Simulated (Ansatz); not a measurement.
I need an active-space calculation of BrK. Use the Python package of Ansatz (0.2.0). Settings (for the species named): Hartree-Fock, def2-SVP basis, multiplicity 1.

```xyz
2

K     1.2721   -0.4757    0.6361
Br   -1.2426    0.4155   -0.6320
```

`cas.py`
```python
# -*- coding: utf-8 -*-
"""Static correlation in BrK: natural occupations of an active space."""

import ansatz as az

GEOMETRY = """
K     1.27210   -0.47570    0.63610
Br   -1.24260    0.41550   -0.63200
"""


def main():
    mol = az.Crystal.molecule()
    for line in GEOMETRY.strip().splitlines():
        symbol, *xyz = line.split()
        mol = mol.atom(symbol, [float(v) for v in xyz])

    job = mol.calculation().basis(gaussian="def2-SVP").correlation(active_electrons=4, active_orbitals=4)
    for method in [None, "sc_nevpt2"]:
        summary = (job if method is None else job.correlation(method)).run(threads=1).report
        space = summary["configurations"]
        state = space["states"][0]
        print(method or "casscf", f"total {summary['free_energy_ev'] / 27.211386246:.6f} Ha, active-space state {state['energy']['hartree']:.6f} Ha, mean field {summary['reference_energy_ev'] / 27.211386246:.6f} Ha")
        print("  determinants", state["n_determinants"], " natural occupations", [round(n, 3) for n in space["natural_occupations"]])
    print("effectively unpaired electrons, sum of min(n, 2 - n):", round(sum(min(n, 2 - n) for n in space["natural_occupations"]), 3))


if __name__ == "__main__":
    main()
```

```console
$ python cas.py
casscf total -3171.290749 Ha, active-space state -3171.290749 Ha, mean field -3171.267649 Ha
  determinants 36  natural occupations [1.987, 1.987, 0.013, 0.012]
sc_nevpt2 total -3171.545381 Ha, active-space state -3171.290711 Ha, mean field -3171.267649 Ha
  determinants 20  natural occupations [1.987, 1.987, 0.013, 0.012]
effectively unpaired electrons, sum of min(n, 2 - n): 0.051
```

The settings weren't tested for convergence. The geometry is a force-field or estimated start, not a minimum of this method, and the basis set is short of its limit. The active space starts as a window about the frontier orbitals and is then optimised, not chosen by chemistry. Run time: 36 s on 1 thread of Intel(R) Xeon(R) Platinum 8259CL CPU @ 2.50GHz (Skylake/Cascade Lake) (shared host), peak memory 0.2 GiB.
